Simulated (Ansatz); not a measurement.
# C8H17NOSiTi: how energies converge with the basis set

How large a basis does C8H17NOSiTi need? Two functionals are run in growing sets.

Method: one geometry, several basis sets; program: Ansatz 0.2.0, Gaussian basis.

The runs, in order: PBE0-D4/def2-SVP; ωB97M-V/def2-SVP; PBE0-D4/def2-QZVPP; ωB97M-V/def2-QZVPP; the functionals' def2-TZVPP values are taken from earlier runs.

### 1 The geometry

All runs share one geometry, relaxed beforehand with PBE0-D4 in a triple-zeta def2 set.

SMILES `C[N](C)[Ti]1234([CH3])([OH])[C@@H]5[C@H]1[C@H]2[C@@]3([SiH3])[C@@H]54`, 29 atoms, charge 0, spin multiplicity 1.

Atoms are counted from 1 here; the program's logs count them from 0.

Bond lengths: C1–N2 1.435 Å, C1–H13 1.100 Å, C1–H14 1.089 Å, C1–H15 1.100 Å, N2–C3 1.450 Å, N2–Ti4 1.890 Å, C3–H16 1.099 Å, C3–H17 1.092 Å, C3–H18 1.099 Å, Ti4–C5 2.109 Å, Ti4–O6 1.815 Å, Ti4–C7 2.388 Å, Ti4–C8 2.394 Å, Ti4–C9 2.372 Å, Ti4–C10 2.365 Å, Ti4–C12 2.367 Å, C5–H19 1.093 Å, C5–H20 1.094 Å and more. Angles: N2–C1–H13 111.2°, N2–C1–H14 111.6°, N2–C1–H15 111.1°, H13–C1–H14 108.0°, H13–C1–H15 106.9°, H14–C1–H15 107.7°, C1–N2–C3 111.0°, C1–N2–Ti4 137.5°, C3–N2–Ti4 111.5°, N2–C3–H16 111.0°, N2–C3–H17 111.5°, N2–C3–H18 111.0°, H16–C3–H17 107.9°, H16–C3–H18 107.9°, H17–C3–H18 107.4°, N2–Ti4–C5 99.7°, N2–Ti4–O6 108.1°, N2–Ti4–C7 123.7° and more.

Geometry (Å):

```mol
C8H17NOSiTi
  3D, bonds by distance, orders not assigned

 29 33  0  0  0  0  0  0  0  0999 V2000
   -2.5713   -0.8155   -0.5420 C   0  0
   -1.6219   -0.2963    0.4006 N   0  0
   -2.1797   -0.2728    1.7387 C   0  0
    0.1210    0.4329    0.3634 Ti  0  0
   -0.3413    2.4701    0.6508 C   0  0
    0.9338    0.0331    1.9366 O   0  0
    1.1279    1.3638   -1.5914 C   0  0
    0.1600    0.4369   -2.0298 C   0  0
    0.5519   -0.8404   -1.5909 C   0  0
    1.7713   -0.7240   -0.8747 C   0  0
    2.7059   -2.0948   -0.0493 Si  0  0
    2.1169    0.6524   -0.8896 C   0  0
   -2.8836   -1.8355   -0.2724 H   0  0
   -2.1601   -0.8440   -1.5499 H   0  0
   -3.4813   -0.1984   -0.5690 H   0  0
   -3.0586    0.3856    1.7872 H   0  0
   -1.4515    0.0863    2.4689 H   0  0
   -2.4928   -1.2784    2.0530 H   0  0
   -0.9547    2.9015   -0.1439 H   0  0
    0.5535    3.0856    0.7826 H   0  0
   -0.9153    2.4978    1.5848 H   0  0
    1.8179   -0.1750    2.2356 H   0  0
    1.1035    2.4302   -1.7502 H   0  0
   -0.7433    0.6794   -2.5701 H   0  0
    0.0010   -1.7580   -1.7371 H   0  0
    3.7270   -2.6765   -0.9615 H   0  0
    1.7731   -3.1725    0.3671 H   0  0
    3.4193   -1.5643    1.1459 H   0  0
    2.9714    1.0909   -0.3932 H   0  0
  1  2  8  0
  2  3  8  0
  2  4  8  0
  4  5  8  0
  4  6  8  0
  4  7  8  0
  7  8  8  0
  8  9  8  0
  9 10  8  0
 10 11  8  0
 10 12  8  0
  1 13  8  0
  1 14  8  0
  1 15  8  0
  3 16  8  0
  3 17  8  0
  3 18  8  0
  5 19  8  0
  5 20  8  0
  5 21  8  0
  6 22  8  0
  7 23  8  0
  8 24  8  0
  9 25  8  0
 11 26  8  0
 11 27  8  0
 11 28  8  0
 12 29  8  0
  4  8  8  0
  4  9  8  0
  4 10  8  0
  4 12  8  0
  7 12  8  0
M  END
```

### 2 PBE0-D4 in def2-SVP

Contents of in.yaml:

```yaml
crystal:
  periodic: [false, false, false]
  atoms:
    - {symbol: C, position_ang: [-2.571301, -0.815481, -0.542044]}
    - {symbol: N, position_ang: [-1.621890, -0.296278, 0.400641]}
    - {symbol: C, position_ang: [-2.179679, -0.272755, 1.738739]}
    - {symbol: Ti, position_ang: [0.120988, 0.432907, 0.363356]}
    - {symbol: C, position_ang: [-0.341297, 2.470139, 0.650774]}
    - {symbol: O, position_ang: [0.933775, 0.033090, 1.936631]}
    - {symbol: C, position_ang: [1.127874, 1.363818, -1.591410]}
    - {symbol: C, position_ang: [0.159964, 0.436947, -2.029831]}
    - {symbol: C, position_ang: [0.551852, -0.840383, -1.590865]}
    - {symbol: C, position_ang: [1.771332, -0.724037, -0.874678]}
    - {symbol: Si, position_ang: [2.705947, -2.094846, -0.049296]}
    - {symbol: C, position_ang: [2.116853, 0.652364, -0.889606]}
    - {symbol: H, position_ang: [-2.883551, -1.835519, -0.272446]}
    - {symbol: H, position_ang: [-2.160131, -0.844049, -1.549859]}
    - {symbol: H, position_ang: [-3.481294, -0.198414, -0.569024]}
    - {symbol: H, position_ang: [-3.058564, 0.385631, 1.787183]}
    - {symbol: H, position_ang: [-1.451503, 0.086317, 2.468874]}
    - {symbol: H, position_ang: [-2.492834, -1.278439, 2.052966]}
    - {symbol: H, position_ang: [-0.954652, 2.901453, -0.143933]}
    - {symbol: H, position_ang: [0.553541, 3.085642, 0.782568]}
    - {symbol: H, position_ang: [-0.915348, 2.497815, 1.584801]}
    - {symbol: H, position_ang: [1.817859, -0.174986, 2.235612]}
    - {symbol: H, position_ang: [1.103504, 2.430246, -1.750221]}
    - {symbol: H, position_ang: [-0.743262, 0.679366, -2.570052]}
    - {symbol: H, position_ang: [0.001003, -1.758017, -1.737120]}
    - {symbol: H, position_ang: [3.726999, -2.676548, -0.961546]}
    - {symbol: H, position_ang: [1.773077, -3.172534, 0.367084]}
    - {symbol: H, position_ang: [3.419258, -1.564350, 1.145868]}
    - {symbol: H, position_ang: [2.971450, 1.090900, -0.393167]}
basis:
  gaussian: {orbitals: def2-SVP}
hamiltonian: {xc: pbe0, dispersion: d4}
output: {orbitals: {seedname: orbitals}}
```

After this run come: ωB97M-V in def2-SVP; PBE0-D4 in def2-QZVPP; ωB97M-V in def2-QZVPP.

Q: Predict the results of all the runs planned. Wanted: PBE0-D4: double and triple zeta above quadruple; ωB97M-V: double and triple zeta above quadruple.

**Answer**, as computed:

| quantity | value |
| --- | --- |
| PBE0-D4: double and triple zeta above quadruple | 20.44, 1.36 eV |
| ωB97M-V: double and triple zeta above quadruple | 20.98, 1.28 eV |

PBE0-D4 gains 19.07 eV from double to triple zeta, then 1.36 eV more. Total energies overstate the basis error of differences, where much of it tends to cancel. The LUMO of ωB97M-V is positive and keeps falling with the basis (1.28 to 0.65 eV): an unbound level that the basis holds in place.
